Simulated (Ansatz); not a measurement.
# BClF2H2OSi: one species, many methods

The task here is to estimate one member of a computed series from the others.

Program: Ansatz 0.2.0, Gaussian basis. Level of theory: functionals in def2-TZVPP, the program's frozen cores in correlated methods. These are calculated values, not measurements.

Levels to be run: LDA (SPW92), PBE-D4, revPBE-D4, BLYP-D4, r2SCAN-D4, B97M-V, PBE0-D4, B3LYP-D4, r2SCANh-D4, r2SCAN0-D4, HSE06-D4, BHLYP-D4, CAM-B3LYP-D4, LC-ωPBE, ωB97X-V, ωB97M-V, B2PLYP, PBE-QIDH; CCSD(T)/def2-SVP; CCSD(T)/def2-TZVPP; MP2/def2-QZVPP; extrapolation to the limit; RPA on PBE.

## Structure used throughout

An earlier PBE0-D4 in a triple-zeta def2 set relaxation fixed the geometry.

SMILES `OB[Si](F)(F)Cl`, 8 atoms, charge 0, spin multiplicity 1.

Atoms are counted from 1 here; the program's logs count them from 0.

Bond lengths: O1–B2 1.344 Å, O1–H7 0.962 Å, B2–Si3 2.018 Å, B2–H8 1.201 Å, Si3–F4 1.587 Å, Si3–F5 1.584 Å, Si3–Cl6 2.040 Å. Angles: B2–O1–H7 114.2°, O1–B2–Si3 118.0°, O1–B2–H8 121.1°, Si3–B2–H8 120.9°, B2–Si3–F4 111.2°, B2–Si3–F5 114.2°, B2–Si3–Cl6 110.0°, F4–Si3–F5 106.2°, F4–Si3–Cl6 107.4°, F5–Si3–Cl6 107.5°.

Set-up of the first run:

in.yaml

```yaml
crystal:
  periodic: [false, false, false]
  atoms:
    - {symbol: O, position_ang: [1.546419, -0.439803, 0.936146]}
    - {symbol: B, position_ang: [0.278582, -0.666985, 0.553884]}
    - {symbol: Si, position_ang: [-0.540752, 0.583823, -0.800593]}
    - {symbol: F, position_ang: [-1.287654, -0.219581, -1.947431]}
    - {symbol: F, position_ang: [0.503882, 1.526440, -1.528478]}
    - {symbol: Cl, position_ang: [-1.922651, 1.781588, 0.103067]}
    - {symbol: H, position_ang: [1.872942, -1.052464, 1.602674]}
    - {symbol: H, position_ang: [-0.358666, -1.570019, 1.024832]}
basis:
  gaussian: {orbitals: def2-TZVPP}
hamiltonian: {xc: lda}
output: {orbitals: {seedname: orbitals}}
```

Steps of the session up to this table: LDA; PBE-D4 (GGA); revPBE-D4 (GGA); BLYP-D4 (GGA); r2SCAN-D4 (meta-GGA); B97M-V (meta-GGA); PBE0-D4 (hybrid); B3LYP-D4 (hybrid); r2SCANh-D4 (hybrid); r2SCAN0-D4 (hybrid); HSE06-D4 (hybrid); BHLYP-D4 (hybrid); CAM-B3LYP-D4 (range-separated); LC-ωPBE (range-separated); ωB97X-V (range-separated); ωB97M-V (range-separated); B2PLYP (double hybrid); PBE-QIDH (double hybrid).

One of the session's tables, all rows but one given; the rest of the session is left out.

It belongs to the step «Frontier levels by functional». 

```
  functional  HOMO (eV)  LUMO (eV)  gap (eV)
 LDA (SPW92)      -7.37      -3.01      4.35
      PBE-D4          ?          ?         ?
   revPBE-D4      -7.20      -2.60      4.61
     BLYP-D4      -7.17      -2.55      4.63
   r2SCAN-D4      -7.56      -2.46      5.10
      B97M-V      -7.63      -2.52      5.11
     PBE0-D4      -8.64      -1.78      6.86
    B3LYP-D4      -8.45      -1.97      6.47
  r2SCANh-D4      -8.07      -2.13      5.94
  r2SCAN0-D4      -8.83      -1.63      7.21
    HSE06-D4      -8.24      -2.16      6.08
    BHLYP-D4      -9.97      -0.74      9.22
CAM-B3LYP-D4     -10.05      -0.64      9.41
     LC-ωPBE     -11.36       0.56     11.92
     ωB97X-V     -11.02       0.46     11.48
     ωB97M-V     -10.81       0.24     11.05
```

Q: Estimate the row for PBE-D4 from the others.

The run gave: HOMO (eV): -7.26; LUMO (eV): -2.72; gap (eV): 4.54. In the column «HOMO (eV)» it lies between LDA (SPW92) (-7.37) and revPBE-D4 (-7.20).
